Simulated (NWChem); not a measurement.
**BiCl3 (bismuth trichloride): levels of theory compared**

Wanted: a comparison of 3 runs (HF/def2-SVP, HF/def2-TZVP, MP2/def2-SVP) of BiCl3 (bismuth trichloride). 

The calculation is run with NWChem 7.3.0.

### 1 The system as given

BiCl3: 4 atoms, total charge 0, spin state singlet. As SMILES, `[Cl][Bi]([Cl])[Cl]`. The coordinates come from a PBE0-D4/def2-TZVP relaxation.

Bond lengths: Cl1–Bi2 2.424 Å, Bi2–Cl3 2.424 Å, Bi2–Cl4 2.424 Å. Angles: Cl1–Bi2–Cl3 98.0°, Cl1–Bi2–Cl4 98.0°, Cl3–Bi2–Cl4 98.0°.

### 2 Energy and gradient at HF/def2-SVP (core potential) (run 1)

geom.nw reads:

```
start geom
title "BiCl3 gradient"
memory stack 880 mb heap 220 mb global 1100 mb
geometry units angstroms noautosym nocenter noautoz
  Cl     1.048500     0.476400     1.795200
  Bi    -0.804600    -0.088800     0.338600
  Cl     0.199100    -2.002000    -0.760200
  Cl    -0.387500     1.554100    -1.393900
end
basis spherical bse
  * library def2-SVP
end
ecp bse
  Bi library def2-SVP
end
scf
  thresh 1e-08
  maxiter 80
end
task scf gradient
```

Command:

```
$ nwchem geom.nw > geom.out
```

Output:

```text
[...]
  functions       =    80
[...]
  wavefunction    = RHF
[...]
         Total SCF energy =  -1591.729618277474
      One-electron energy =  -3039.252664008181
      Two-electron energy =   1066.064796756399
 Nuclear repulsion energy =    381.458248974308
        Time for solution =     12.5s
[...]
                         RHF ENERGY GRADIENTS
    atom               coordinates                        gradient
                 x          y          z           x          y          z
   1 Cl      1.981378   0.900265   3.392436   -0.007664  -0.002327  -0.005959
   2 Bi     -1.520474  -0.167808   0.639861    0.013608   0.001247  -0.005725
   3 Cl      0.376244  -3.783231  -1.436570   -0.004174   0.007856   0.004530
   4 Cl     -0.732269   2.936823  -2.634089   -0.001770  -0.006775   0.007154
[...]
```

Run time: 17 s. Hardware: 1 thread of Intel Xeon Platinum 8488C (Sapphire Rapids), shared host; peak memory 0.1 GiB.

### 3 Energy and forces at HF/def2-TZVP (core potential) (run 2)

run.py reads:

```python
from ase import Atoms
from ase.calculators.nwchem import NWChem

mol = Atoms(['Cl', 'Bi', 'Cl', 'Cl'], positions=[
    [1.048500, 0.476400, 1.795200],
    [-0.804600, -0.088800, 0.338600],
    [0.199100, -2.002000, -0.760200],
    [-0.387500, 1.554100, -1.393900],
])

calc = NWChem(
    label='struct',
    theory='scf',
    memory='2200 mb',
    basis='def2-TZVP',
    basispar='spherical bse',
    scf={'nopen': '0', 'rhf': None, 'thresh': '1e-08', 'maxiter': '80'},
    **{'ecp bse': {'Bi library': 'def2-TZVP'}},
)
mol.calc = calc

forces = mol.get_forces()
print(f"energy = {mol.get_potential_energy():.6f} eV")
print("forces (eV/A):")
for s, f in zip(mol.symbols, forces):
    print(f"{s:2s} {f[0]:10.5f} {f[1]:10.5f} {f[2]:10.5f}")
print("dipole (e A):", mol.get_dipole_moment().round(4))
```

Command:

```
$ export ASE_NWCHEM_COMMAND="nwchem PREFIX.nwi > PREFIX.nwo"
$ python run.py
```

Output:

```text
energy = -43326.591018 eV
forces (eV/A):
Cl    0.00216   -0.00468   -0.02864
Bi   -0.03481   -0.00406    0.01502
Cl    0.01260    0.02581    0.00329
Cl    0.02005   -0.01707    0.01028
dipole (e A): [-0.8324 -0.0749  0.3495]
```

The calculator wrote struct.nwi:

```
title "struct"

permanent_dir struct

scratch_dir struct

start struct

geometry units angstrom nocenter noautosym noautoz
  Cl 1.0485000000000000e+00 4.7639999999999999e-01 1.7951999999999999e+00
  Bi -8.0459999999999998e-01 -8.8800000000000004e-02 3.3860000000000001e-01
  Cl 1.9910000000000000e-01 -2.0019999999999998e+00 -7.6019999999999999e-01
  Cl -3.8750000000000001e-01 1.5541000000000000e+00 -1.3938999999999999e+00
end

memory 2200 mb

basis spherical bse noprint
   * library def2-TZVP
end

scf
  nopen 0
  rhf
  thresh 1e-08
  maxiter 80
end
ecp bse
  Bi library def2-TZVP
end

task scf gradient
```

struct.nwo:

```text
Northwest Computational Chemistry Package (NWChem) 7.3.0
             --------------------------------------------------------

           Job information
           ---------------

    nwchem branch   = 7.3.0
    use scalapack   = T
    input           = struct.nwi
    prefix          = struct.
    data base       = struct/struct.db
    status          = startup
    nproc           =        1

           Memory information
           ------------------

    heap     =     72089600 doubles =      550.0 Mbytes
    stack    =     72089597 doubles =      550.0 Mbytes
    global   =    144179200 doubles =     1100.0 Mbytes (distinct from heap & stack)
    total    =    288358397 doubles =     2200.0 Mbytes
    verify   = yes
    hardfail = no

[... 123 lines left out ...]
 Convergence threshold     :          1.000E-08
[... 12 lines left out ...]
       Final RHF  results
[... 3 lines left out ...]
      One-electron energy =  -3039.861829099163
[... 1 line left out ...]
 Nuclear repulsion energy =    381.458248974308
[... 55 lines left out ...]
                       ROHF Final Molecular Orbital Analysis
[... 327 lines left out ...]
  wavefunction    =   RHF

                         RHF ENERGY GRADIENTS

    atom               coordinates                        gradient
                 x          y          z           x          y          z
   1 Cl      1.981378   0.900265   3.392436   -0.000042   0.000091   0.000557
   2 Bi     -1.520474  -0.167808   0.639861    0.000677   0.000079  -0.000292
   3 Cl      0.376244  -3.783231  -1.436570   -0.000245  -0.000502  -0.000064
   4 Cl     -0.732269   2.936823  -2.634089   -0.000390   0.000332  -0.000200

                 ----------------------------------------
                 |  Time  |  1-e(secs)   |  2-e(secs)   |
                 ----------------------------------------
                 |  CPU   |       0.11   |      18.12   |
                 ----------------------------------------
                 |  WALL  |       0.11   |      18.12   |
                 ----------------------------------------

 Task  times  cpu:      110.5s     wall:      110.5s
 Total times  cpu:      110.6s     wall:      110.6s
```

Wall time 1.9 min (1 thread of Intel Xeon Platinum 8488C (Sapphire Rapids), shared host); peak memory 0.12 GiB.

### 4 Energy and forces at MP2/def2-SVP (core potential) (run 3)

job.xyz reads:

```xyz
4
BiCl3 gradient
Cl     1.048500     0.476400     1.795200
Bi    -0.804600    -0.088800     0.338600
Cl     0.199100    -2.002000    -0.760200
Cl    -0.387500     1.554100    -1.393900
```

run.py reads:

```python
from ase.io import read
from ase.calculators.nwchem import NWChem

atoms = read('job.xyz')

calc = NWChem(
    label='job',
    theory='mp2',
    memory='2200 mb',
    basis='def2-SVP',
    basispar='spherical bse',
    scf={'nopen': '0', 'rhf': None, 'thresh': '1e-08', 'maxiter': '80'},
    mp2={'freeze': 'core 19', 'tight': None},
    **{'ecp bse': {'Bi library': 'def2-SVP'}},
)
atoms.calc = calc

forces = atoms.get_forces()
e = atoms.get_potential_energy()
print(f"E = {e:.6f} eV")
print("forces (eV/A):")
for s, f in zip(atoms.symbols, forces):
    print(f"{s:2s} {f[0]:10.5f} {f[1]:10.5f} {f[2]:10.5f}")
```

Command:

```
$ export ASE_NWCHEM_COMMAND="nwchem PREFIX.nwi > PREFIX.nwo"
$ python run.py
```

Output:

```text
E = -43326.781877 eV
forces (eV/A):
Cl    0.36885    0.11657    0.31259
Bi   -0.62853   -0.05764    0.26452
Cl    0.19108   -0.40212   -0.22173
Cl    0.06860    0.34319   -0.35538
```

The calculator wrote job.nwi:

```
title "job"

permanent_dir job

scratch_dir job

start job

geometry units angstrom nocenter noautosym noautoz
  Cl 1.0485000000000000e+00 4.7639999999999999e-01 1.7951999999999999e+00
  Bi -8.0459999999999998e-01 -8.8800000000000004e-02 3.3860000000000001e-01
  Cl 1.9910000000000000e-01 -2.0019999999999998e+00 -7.6019999999999999e-01
  Cl -3.8750000000000001e-01 1.5541000000000000e+00 -1.3938999999999999e+00
end

memory 2200 mb

basis spherical bse noprint
   * library def2-SVP
end

scf
  nopen 0
  rhf
  thresh 1e-08
  maxiter 80
end
mp2
  freeze core 19
  tight
end
ecp bse
  Bi library def2-SVP
end

task mp2 gradient
```

job.nwo:

```text
Northwest Computational Chemistry Package (NWChem) 7.3.0
             --------------------------------------------------------

           Job information
           ---------------

    nwchem branch   = 7.3.0
    use scalapack   = T
    input           = job.nwi
    prefix          = job.
    data base       = job/job.db
    status          = startup
    nproc           =        1

           Memory information
           ------------------

    heap     =     72089600 doubles =      550.0 Mbytes
    stack    =     72089597 doubles =      550.0 Mbytes
    global   =    144179200 doubles =     1100.0 Mbytes (distinct from heap & stack)
    total    =    288358397 doubles =     2200.0 Mbytes
    verify   = yes
    hardfail = no

[... 113 lines left out ...]
 1-e energy   =   -3039.688057
[... 9 lines left out ...]
 Convergence threshold     :          1.000E-08
[... 15 lines left out ...]
         Total SCF energy =  -1591.729618268481
[... 2 lines left out ...]
 Nuclear repulsion energy =    381.458248974308
[... 391 lines left out ...]
 CPHF converged to   3.4D-07 in   10 iters
[... 95 lines left out ...]
  MP2 natural orbitals output to job/job.mp2nos
[... 1 line left out ...]
                         mp2 ENERGY GRADIENTS

    atom               coordinates                        gradient
                 x          y          z           x          y          z
   1 Cl      1.981378   0.900265   3.392436   -0.007173  -0.002267  -0.006079
   2 Bi     -1.520474  -0.167808   0.639861    0.012223   0.001121  -0.005144
   3 Cl      0.376244  -3.783231  -1.436570   -0.003716   0.007820   0.004312
   4 Cl     -0.732269   2.936823  -2.634089   -0.001334  -0.006674   0.006911

                 ----------------------------------------
                 |  Time  |  1-e(secs)   |  2-e(secs)   |
                 ----------------------------------------
                 |  CPU   |       0.03   |       2.11   |
                 ----------------------------------------
                 |  WALL  |       0.03   |       2.11   |
                 ----------------------------------------
 -----------------------
 Task  times  cpu:       28.6s     wall:       28.6s
 Total times  cpu:       28.7s     wall:       28.7s
```

Wall time 31 s (1 thread of Intel Xeon Platinum 8488C (Sapphire Rapids), shared host); peak memory 0.23 GiB.

### 5 The series

```
run                          level  core potential  module   energy (Eh)  dipole moment (D)  HOMO energy (eV)  LUMO energy (eV)  wall time
  1   HF/def2-SVP (core potential)        def2-SVP     scf  -1591.729618               4.62            -11.14              1.17       17 s
  2  HF/def2-TZVP (core potential)       def2-TZVP     scf  -1592.222865               4.35            -11.33              0.96    1.9 min
  3  MP2/def2-SVP (core potential)        def2-SVP     mp2  -1592.229879               3.94            -11.14              1.17       31 s
```

### 6 Results

```
                                                      quantity           value
                                           run 3: total energy  -1592.22988 Eh
run 3: dipole moment (of the density that the program reports)          3.94 D
                    run 3: HOMO energy (Hartree–Fock orbitals)       -11.14 eV
                    run 3: LUMO energy (Hartree–Fock orbitals)         1.17 eV
                  run 3: HOMO–LUMO gap (Hartree–Fock orbitals)        12.31 eV
           run 3: correlation energy (19 core orbitals frozen)      -500.3 mEh
                               run 3: largest force on an atom      0.684 eV/Å
```

The dipole moment (its size) runs from 3.94 D (MP2/def2-SVP) to 4.62 D (HF/def2-SVP). All runs together took 2.7 min, the longest 1.9 min.
